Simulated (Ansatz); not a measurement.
**CH7BOSi: small, medium and large basis sets**

Aim: see how fast density functionals converge with the basis set for CH7BOSi.

Program: Ansatz 0.2.0, Gaussian basis. Level of theory: one geometry, several basis sets. These are calculated values, not measurements.

Plan: PBE0-D4/def2-SVP; ωB97M-V/def2-SVP; PBE0-D4/def2-QZVPP; ωB97M-V/def2-QZVPP; the functionals' def2-TZVPP values are taken from earlier runs.

## (1) Structure used throughout

The geometry comes from an earlier relaxation with PBE0-D4 in a triple-zeta def2 set; it is a stationary point, not always the lowest conformer.

SMILES `OBC[SiH3]`, 11 atoms, charge 0, spin multiplicity 1.

Atoms are counted from 1 here; the program's logs count them from 0.

Bond lengths: O1–B2 1.358 Å, O1–H5 0.960 Å, B2–C3 1.552 Å, B2–H6 1.205 Å, C3–Si4 1.880 Å, C3–H7 1.095 Å, C3–H8 1.094 Å, Si4–H9 1.488 Å, Si4–H10 1.488 Å, Si4–H11 1.487 Å. Angles: B2–O1–H5 113.1°, O1–B2–C3 119.0°, O1–B2–H6 119.2°, C3–B2–H6 121.8°, B2–C3–Si4 110.9°, B2–C3–H7 111.3°, B2–C3–H8 112.1°, Si4–C3–H7 105.8°, Si4–C3–H8 107.2°, H7–C3–H8 109.2°, C3–Si4–H9 110.5°, C3–Si4–H10 110.6°, C3–Si4–H11 110.7°, H9–Si4–H10 108.2°, H9–Si4–H11 108.5°, H10–Si4–H11 108.3°.

## (2) PBE0-D4 in def2-SVP

File in.yaml:

```yaml
crystal:
  periodic: [false, false, false]
  atoms:
    - {symbol: O, position_ang: [-0.338007, 2.100564, 0.562085]}
    - {symbol: B, position_ang: [-0.553664, 0.790965, 0.848107]}
    - {symbol: C, position_ang: [0.571700, -0.237281, 0.556220]}
    - {symbol: Si, position_ang: [0.299841, -1.076437, -1.104222]}
    - {symbol: H, position_ang: [-1.098860, 2.656331, 0.743779]}
    - {symbol: H, position_ang: [-1.624133, 0.453535, 1.287316]}
    - {symbol: H, position_ang: [0.578437, -1.041228, 1.299305]}
    - {symbol: H, position_ang: [1.559975, 0.231934, 0.523562]}
    - {symbol: H, position_ang: [1.347718, -2.104374, -1.345451]}
    - {symbol: H, position_ang: [-1.027430, -1.748293, -1.141197]}
    - {symbol: H, position_ang: [0.349724, -0.082614, -2.209003]}
basis:
  gaussian: {orbitals: def2-SVP}
hamiltonian: {xc: pbe0, dispersion: d4}
output: {orbitals: {seedname: orbitals}}
```

Launch:

```console
ansatz run in.yaml --threads 2 --pin off --events-out ev --progress --plain --max-ram 4352MiB
```

After this run come: ωB97M-V in def2-SVP; PBE0-D4 in def2-QZVPP; ωB97M-V in def2-QZVPP.

Q: Predict the results of all the runs planned. Wanted: PBE0-D4: double and triple zeta above quadruple; ωB97M-V: double and triple zeta above quadruple.

**Answer**, as computed:

| quantity | value |
| --- | --- |
| PBE0-D4: double and triple zeta above quadruple | 7.69, 0.50 eV |
| ωB97M-V: double and triple zeta above quadruple | 7.88, 0.47 eV |

PBE0-D4 gains 7.19 eV from double to triple zeta, then 0.50 eV more. These are total energies; as a rule much of such shifts cancels in differences, which this series doesn't test. The LUMO of ωB97M-V is positive and keeps falling with the basis (2.11 to 1.33 eV): an unbound level that the basis holds in place.
